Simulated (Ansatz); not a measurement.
# AsHSi: the cost of one run

Program: Ansatz 0.2.0, Gaussian basis. Level of theory: the settings change from run to run. These are calculated values, not measurements.

26 further runs of the same task are left out: 12 that didn't finish, 14 set aside as unsound or not needed. Runs told in other sessions of the task aren't counted.

**1. The geometry**

The geometry is a PBE0/def2-TZVP stationary point (not a proven minimum) of the parent state, kept for this charge and spin. No spin-orbit coupling is included. The filled d shell of As may be among the frozen orbitals whatever the setting's name suggests.

3 atoms, charge 0, spin multiplicity 5.

Atoms are counted from 1 here; the program's logs count them from 0.

Bond lengths: Si1–As2 2.376 Å, As2–H3 1.534 Å. Angles: Si1–As2–H3 96.9°.

**2. CCSDT/6-31G***

File in.yaml:

```yaml
crystal:
  periodic: [false, false, false]
  atoms:
    - {symbol: Si, position_ang: [0.000000, 0.027963, 1.736186]}
    - {symbol: As, position_ang: [0.000000, -0.030497, -0.639258]}
    - {symbol: H, position_ang: [0.000000, 1.487685, -0.860592]}
basis:
  gaussian: {orbitals: "6-31G*"}
magnetization: {spin_polarized: true, initial_magnetization: 4}
hamiltonian: {xc: {name: PBE}}
correlation: {method: ccsdt, electrons: outside_noble_gas}
accuracy: high
```

On the command line:

```
$ ansatz run in.yaml --threads 1 --pin off --events-out ev --progress --plain --max-ram 2393MiB
```

**Question.** How long does this run take on 1 thread of Intel Xeon Platinum 8259CL at 2.50GHz, shared host, and how much memory does it need?

About 17 s, with a peak of 0.25 GiB.
